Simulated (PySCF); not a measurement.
**MP2/ANO-RCC-MB (sfX2C) run of C2H7NOSi (SMILES NC[SiH2]C=O)**

What is the vertical singlet–triplet gap of C2H7NOSi at MP2/ANO-RCC-MB (sfX2C)? The job is set up through a Python script.

The calculation is run with PySCF 2.14.0.

## (1) The structure to begin with

C2H7NOSi has 12 atoms, charge 0, and is taken as a singlet. SMILES: `NC[SiH2]C=O`. The shape is that of a GFN2-xTB optimisation. This is one conformer, not always the lowest.

Bond lengths: N1–C2 1.456 Å, C2–Si3 1.925 Å, Si3–C4 1.918 Å, C4–O5 1.209 Å, N1–H6 1.016 Å, N1–H7 1.015 Å, C2–H8 1.093 Å, C2–H9 1.094 Å, Si3–H10 1.464 Å, Si3–H11 1.461 Å, C4–H12 1.111 Å. Some angles: N1–C2–Si3 114.4°, C2–Si3–C4 103.1°, Si3–C4–O5 121.7°, N1–C2–H8 107.6°, N1–C2–H9 107.2°, Si3–C2–H8 110.4°, Si3–C2–H9 110.4°, C2–N1–H6 110.5°, C2–N1–H7 110.6°, C2–Si3–H10 109.7°.

## (2) The energy at MP2/ANO-RCC-MB (sfX2C)

calc.py

```python
# NC[SiH2]C=O
from pyscf import gto, scf, mp

mol = gto.M(
    atom='''
N   -0.402010   0.997210   1.454250
C   -0.172820  -0.408970   1.152860
Si   0.735240  -0.727790  -0.514820
C   -0.369370   0.183440  -1.791440
O   -0.693700   1.337890  -1.639930
H   -0.923600   1.441970   0.704760
H    0.479730   1.491620   1.541240
H    0.395710  -0.836180   1.983230
H   -1.148370  -0.904090   1.157420
H    2.039510  -0.063060  -0.501060
H    0.820890  -2.140890  -0.876010
H   -0.761210  -0.371150  -2.670490
''',
    verbose=3,
    basis='ano-rcc-mb',
    max_memory=1860,
    charge=0,
)

myscf = scf.RHF(mol)
myscf = myscf.sfx2c1e()
myscf.conv_tol = 1e-10
myscf.kernel()
if not myscf.converged:
    myscf = myscf.newton().run(myscf.mo_coeff, myscf.mo_occ)

pt = mp.MP2(myscf, frozen=9).run()
e_final = pt.e_tot
print('E = %.10f Eh' % e_final)
```

On the command line:

```sh
OMP_NUM_THREADS=1 python calc.py
```

Standard output:

```text
converged SCF energy = -498.409796266045
E(RMP2) = -498.648618366718  E_corr = -0.238822100672051
E(SCS-RMP2) = -498.663493693277  E_corr = -0.253697427231567
E = -498.6486183667 Eh
```

Run time: 7.5 s. Hardware: 1 thread of Arm Neoverse V1, shared host; peak memory 0.16 GiB.

## (3) The triplet at the same level

calc.py

```python
from pyscf import gto, scf, mp

mol = gto.M(
    atom=[
    ('N', (-0.402010, 0.997210, 1.454250)),
    ('C', (-0.172820, -0.408970, 1.152860)),
    ('Si', (0.735240, -0.727790, -0.514820)),
    ('C', (-0.369370, 0.183440, -1.791440)),
    ('O', (-0.693700, 1.337890, -1.639930)),
    ('H', (-0.923600, 1.441970, 0.704760)),
    ('H', (0.479730, 1.491620, 1.541240)),
    ('H', (0.395710, -0.836180, 1.983230)),
    ('H', (-1.148370, -0.904090, 1.157420)),
    ('H', (2.039510, -0.063060, -0.501060)),
    ('H', (0.820890, -2.140890, -0.876010)),
    ('H', (-0.761210, -0.371150, -2.670490)),
],
    verbose=3,
    spin=2,
    max_memory=1860,
    basis='ano-rcc-mb',
)

mf = scf.UHF(mol)
mf = mf.sfx2c1e()
mf.conv_tol = 1e-10
mf.kernel()
if not mf.converged:
    mf = mf.newton().run(mf.mo_coeff, mf.mo_occ)

pt = mp.MP2(mf, frozen=9).run()
e_final = pt.e_tot
print('E = %.10f Eh' % e_final)
```

On the command line:

```sh
OMP_NUM_THREADS=1 python calc.py
```

Standard output:

```text
WARN: HOMO 0.0130743552837921 >= LUMO -0.203789755503511

converged SCF energy = -498.340968850333  <S^2> = 2.0064437  2S+1 = 3.0042927
E(UMP2) = -498.533271419974  E_corr = -0.192302569641045
E(SCS-UMP2) = -498.54480235044  E_corr = -0.203833500107239
E = -498.5332714200 Eh
```

Wall time 7.5 s (1 thread of Arm Neoverse V1, shared host); peak memory 0.16 GiB.

## (4) Results

At MP2/ANO-RCC-MB (sfX2C), 9 core orbitals frozen:

```
                                                           quantity          value
                                              singlet: total energy  -498.64862 Eh
                      singlet: dipole moment (Hartree–Fock density)         2.65 D
                       singlet: HOMO energy (Hartree–Fock orbitals)      -10.54 eV
                       singlet: LUMO energy (Hartree–Fock orbitals)        3.11 eV
                     singlet: HOMO–LUMO gap (Hartree–Fock orbitals)       13.65 eV
               singlet: correlation energy (9 core orbitals frozen)     -238.8 mEh
                                              triplet: total energy  -498.53327 Eh
                      triplet: dipole moment (Hartree–Fock density)         2.16 D
triplet: HOMO energy (Hartree–Fock orbitals) (highest over α and β)       -9.44 eV
 triplet: LUMO energy (Hartree–Fock orbitals) (lowest over α and β)        1.79 eV
               triplet: correlation energy (9 core orbitals frozen)     -192.3 mEh
                         triplet: ⟨S²⟩ of the reference determinant          2.006
                   vertical energy of the triplet above the singlet       3.139 eV
```

**Reading.** At this shape the triplet lies 3.14 eV (303 kJ/mol) above the singlet. In a minimal basis such a difference can be off by several eV, whatever the method. Mulliken charges (singlet) of the mean-field density run from -0.52 on N1 to +0.58 on Si3; they depend strongly on the basis. Mulliken charges (triplet) of the mean-field density run from -0.52 on N1 to +0.61 on Si3.
